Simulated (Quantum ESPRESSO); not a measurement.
# AlNi3 (Pm-3m) in Quantum ESPRESSO: a series of runs, part 2 of 2

Quantum ESPRESSO 7.5. The steps go on from the part before.

### 3 Single point, PBE, collinear spin, ferromagnetic start

The input, pw.in:

```
&CONTROL
  calculation = 'scf'
  prefix = 'pwscf'
  outdir = './tmp'
  pseudo_dir = './pseudo'
  tprnfor = .true.
  tstress = .true.
  disk_io = 'nowf'
/
&SYSTEM
  ibrav = 0
  nat = 4
  ntyp = 2
  ecutwfc = 55
  ecutrho = 440
  nbnd = 42
  occupations = 'smearing'
  smearing = 'fd'
  degauss = 0.00367493
  nspin = 2
  starting_magnetization(1) = 0.0556
  starting_magnetization(2) = 0
/
&ELECTRONS
  conv_thr = 8d-10
  electron_maxstep = 120
  mixing_beta = 0.3
/
ATOMIC_SPECIES
Ni    58.6934 ni_pbe_v1.4.uspp.F.UPF
Al    26.9815 Al.pbe-n-kjpaw_psl.1.0.0.UPF
CELL_PARAMETERS angstrom
   3.5230547267    0.0000000000    0.0000000000
   0.0000000000    3.5230547267    0.0000000000
   0.0000000000    0.0000000000    3.5230547267
ATOMIC_POSITIONS crystal
Ni     0.5000000000    0.5000000000    0.0000000000
Ni     0.5000000000    0.0000000000    0.5000000000
Ni     0.0000000000    0.5000000000    0.5000000000
Al     0.0000000000    0.0000000000    0.0000000000
K_POINTS automatic
8 8 8 0 0 0
```

Potentials or basis: SSSP 1.3 efficiency PBE.

On the command line:

```console
$ OMP_NUM_THREADS=1 mpirun -n 2 pw.x -nk 2 -in pw.in > pw.out
```

pw.out:

```text
This program is part of the open-source Quantum ESPRESSO suite
     for quantum simulation of materials; please cite
         "P. Giannozzi et al., J. Phys.:Condens. Matter 21 395502 (2009);
         "P. Giannozzi et al., J. Phys.:Condens. Matter 29 465901 (2017);
         "P. Giannozzi et al., J. Chem. Phys. 152 154105 (2020);
     in publications or presentations arising from this work. More details at

     file Al.pbe-n-kjpaw_psl.1.0.0.UPF: wavefunction(s)  3S 3P renormalized
     Message from routine setup:
     using ibrav=0 with symmetry is DISCOURAGED, use correct ibrav instead

     K-points division:     npool     =       2
     Subspace diagonalization in iterative solution of the eigenvalue problem:
     a serial algorithm will be used

     G-vector sticks info
     --------------------
     sticks:   dense  smooth     PW     G-vecs:    dense   smooth      PW
     Sum        1565     777    241                46297    16279    2801

     Using Slab Decomposition

     bravais-lattice index     =            0
     lattice parameter (alat)  =       6.6576  a.u.
     unit-cell volume          =     295.0902 (a.u.)^3
     number of atoms/cell      =            4
     number of atomic types    =            2
     number of electrons       =        57.00
     number of Kohn-Sham states=           42
     kinetic-energy cutoff     =      55.0000  Ry
     charge density cutoff     =     440.0000  Ry
     scf convergence threshold =      8.0E-10
     mixing beta               =       0.3000
     number of iterations used =            8  plain     mixing
[... 604 lines left out ...]
    16.2622  16.5915  16.5915  16.5915  17.0351  17.0351  17.0351  23.0190
    23.0190  23.8337  28.6317  28.6317  28.6317  30.4162  30.4162  30.4162
    31.3649  31.3649
[... 291 lines left out ...]
   -86.6228 -86.6228 -86.6228 -47.1316 -47.1266 -47.1266 -47.0903 -47.0087
   -47.0087 -47.0040 -46.9141 -46.9079  10.4621  12.1038  12.1038  12.3526
    13.8537  13.8580  13.8580  14.3967  14.3967  14.4243  14.8442  15.2443
    15.2443  15.3457  15.4588  15.7626  16.2790  16.5445  16.5445  20.2662
    20.8574  20.8574  21.2372  32.3816  34.1837  35.6623  35.6623  36.1959
    36.4512  36.4512

          k =-0.5000-0.5000-0.5000 (  2008 PWs)   bands (ev):

   -86.6228 -86.6228 -86.6228 -47.1315 -47.1315 -47.1315 -47.0967 -47.0040
   -47.0040 -47.0040 -46.9078 -46.9078  10.4574  12.2959  12.2959  12.2959
    14.0609  14.0609  14.0609  14.3606  14.3606  14.3606  15.0537  15.0537
    15.0537  15.3293  15.3293  15.9439  16.3538  16.3538  16.3538  19.9146
    20.5636  20.5636  20.5636  34.6316  34.6316  36.4025  36.4025  36.4025
    37.8379  37.8379

     the Fermi energy is    16.2317 ev

!    total energy              =   -1069.46430050 Ry
     estimated scf accuracy    <          1.3E-10 Ry
     smearing contrib. (-TS)   =      -0.00219575 Ry
     internal energy E=F+TS    =   -1069.46210475 Ry

     The total energy is F=E-TS. E is the sum of the following terms:
     one-electron contribution =    -686.57835039 Ry
     hartree contribution      =     377.87503523 Ry
     xc contribution           =    -109.54813247 Ry
     ewald contribution        =    -616.51982490 Ry
     one-center paw contrib.   =     -34.69083222 Ry

     total magnetization       =     0.69 Bohr mag/cell
     absolute magnetization    =     0.86 Bohr mag/cell

     convergence has been achieved in  16 iterations

     Forces acting on atoms (cartesian axes, Ry/au):

     atom    1 type  1   force =     0.00000000    0.00000000    0.00000000
     atom    2 type  1   force =     0.00000000    0.00000000    0.00000000
     atom    3 type  1   force =     0.00000000    0.00000000    0.00000000
     atom    4 type  2   force =     0.00000000    0.00000000    0.00000000

     Total force =     0.000000     Total SCF correction =     0.000000

     Computing stress (Cartesian axis) and pressure

          total   stress  (Ry/bohr**3)                   (kbar)     P=       73.47
   0.00049942   0.00000000   0.00000000           73.47        0.00        0.00
   0.00000000   0.00049942   0.00000000            0.00       73.47        0.00
   0.00000000   0.00000000   0.00049942            0.00        0.00       73.47

=------------------------------------------------------------------------------=
   JOB DONE.
=------------------------------------------------------------------------------=
```

Wall time 63 s (2 MPI ranks of Arm Neoverse V2, shared host); peak memory 0.38 GiB.

Results:

```
Free energy                                           : -14550.8031 eV
Pressure                                              : 7.3 GPa
Band gap on the k mesh                                : none (metal or under the smearing width)
Net moment                                            : 0.69 μB per cell
Absolute moment                                       : 0.86 μB per cell
Site moments                                          : Ni +0.26; Al -0.02 μB
Valence electrons inside the program's atomic spheres : Ni 16.80; Al 1.29
```

Levels at points of the mesh, in eV from the Fermi level:
Spin up:
```csv
k point,band 26,band 27,band 28,band 29,band 30,band 31,band 32,band 33
"(0.00, 0.00, 0.00)",-0.04,-0.04,-0.04,0.83,0.83,0.83,6.68,6.68
"(0.00, 0.00, -0.50)",-1.25,-1.09,-0.54,-0.04,5.63,5.63,5.65,5.65
"(0.00, -0.50, -0.50)",-1.28,-1.01,-1.00,-0.61,0.88,0.88,8.28,8.28
"(-0.50, -0.50, -0.50)",-1.11,-1.11,-0.28,-0.24,-0.24,-0.24,3.56,4.14
```
Spin down:
```csv
k point,band 26,band 27,band 28,band 29,band 30,band 31
"(0.00, 0.00, 0.00)",0.36,0.36,0.36,0.80,0.80,0.80
"(0.00, 0.00, -0.50)",-0.96,-0.84,-0.31,0.36,5.69,5.69
"(0.00, -0.50, -0.50)",-1.12,-0.79,-0.62,-0.45,1.17,1.17
"(-0.50, -0.50, -0.50)",-0.90,-0.90,-0.29,0.12,0.12,0.12
```
